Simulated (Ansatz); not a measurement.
# C3H4O4, SMILES O=C(O)CC(=O)O: a single point in a Gaussian basis

Computed with the Ansatz DFT code, driven from Python.

Run as a notebook:

In [1]:
```python
import json

import ansatz as az
import numpy as np
import pandas as pd
from rdkit import Chem
from rdkit.Chem import AllChem
```

In [2]:
```python
BASIS_SET = "6-31G"
FUNCTIONAL = "lc_wpbe"
```

In [3]:
```python
rd = Chem.AddHs(Chem.MolFromSmiles("O=C(O)CC(=O)O"))
AllChem.EmbedMolecule(rd, randomSeed=937)
AllChem.UFFOptimizeMolecule(rd)
molecule = az.Crystal.molecule()
for atom, xyz in zip(rd.GetAtoms(), rd.GetConformer().GetPositions()):
    molecule = molecule.atom(atom.GetSymbol(), xyz.round(5).tolist())

job = (
    molecule.calculation()
    .basis(gaussian=BASIS_SET)
    .functional(FUNCTIONAL)
    .forces()
)
print(job.to_yaml())
res = job.run(threads=1)
r = res.report
```
```text
crystal:
  periodic: [false, false, false]
  atoms:
    - { symbol: O, position_ang: [1.05936, 1.70192, -0.58943] }
    - { symbol: C, position_ang: [1.09264, 0.48721, -0.25552] }
    - { symbol: O, position_ang: [2.10978, 0.02039, 0.57116] }
    - { symbol: C, position_ang: [0.01601, -0.44394, -0.70863] }
    - { symbol: C, position_ang: [-1.09345, -0.4647, 0.29145] }
    - { symbol: O, position_ang: [-1.07405, -1.29459, 1.23961] }
    - { symbol: O, position_ang: [-2.12717, 0.46198, 0.19882] }
    - { symbol: H, position_ang: [2.8387, 0.64241, 0.89972] }
    - { symbol: H, position_ang: [0.43487, -1.46604, -0.83041] }
    - { symbol: H, position_ang: [-0.37784, -0.11583, -1.69463] }
    - { symbol: H, position_ang: [-2.87885, 0.47118, 0.87785] }
basis:
  gaussian:
    orbitals: "6-31G"
hamiltonian:
  xc: lc_wpbe
output:
  forces: true
```

In [4]:
```python
{key: value for key, value in r.items() if isinstance(value, (int, float)) and "ev" in key}
```
Out [4]:
```text
{'free_energy_ev': -11352.737691034165, 'reference_energy_ev': -11352.737691034165}
```

In [5]:
```python
print(f"E = {r['free_energy_ev']:.6f} eV = {r['free_energy_ev'] / 27.211386246:.7f} Ha")
print("converged:", r["converged"], " doubts:", r["published_state_doubts"] or "none")

symbols = [site.symbol for site in molecule.cartesian_sites]
forces = np.array(r["forces_ev_ang"])
print("largest force", round(float(np.linalg.norm(forces, axis=1).max()), 4), "eV/A, rms", round(float(np.sqrt((forces ** 2).mean())), 4))

charges = r["charge_distribution"]
table = pd.DataFrame({"atom": symbols, "mulliken": charges["mulliken_charges_e"], "lowdin": charges["lowdin_charges_e"]})
print(table.round(3).to_string())
print("dipole (e A):", np.round(charges["dipole_moment_e_ang"], 4) + 0.0)
with open("c3h4o4.json", "w") as handle:
    json.dump({k: r[k] for k in ("free_energy_ev", "reference_energy_ev", "n_occupied", "n_virtual")}, handle, indent=1)
```
```text
E = -11352.737691 eV = -417.2054150 Ha
converged: True  doubts: none
largest force 4.249 eV/A, rms 1.3402
   atom  mulliken  lowdin
0     O    -0.386  -0.172
1     C     0.486   0.077
2     O    -0.577  -0.268
3     C    -0.393  -0.244
4     C     0.486   0.077
5     O    -0.386  -0.172
6     O    -0.577  -0.268
7     H     0.424   0.318
8     H     0.249   0.166
9     H     0.249   0.166
10    H     0.424   0.318
dipole (e A): [ 0.0018 -0.0507 -0.0809]
```

It writes `c3h4o4.json`:
```json
{
 "free_energy_ev": -11352.737691034165,
 "reference_energy_ev": -11352.737691034165,
 "n_occupied": [
  27,
  27
 ],
 "n_virtual": [
  44,
  44
 ]
}
```

These settings explore the input space; basis and method may be short of convergence. The geometry is a force-field or estimated start, not a minimum of this method, and the basis set is short of its limit. The Löwdin charges here are taken after orthogonalising the functions within each atom; they differ from plain Löwdin charges, and their signs can be unphysical. Timing: 4.7 s on 1 thread of Arm Neoverse V1, on a shared host, peak memory 0.3 GiB.
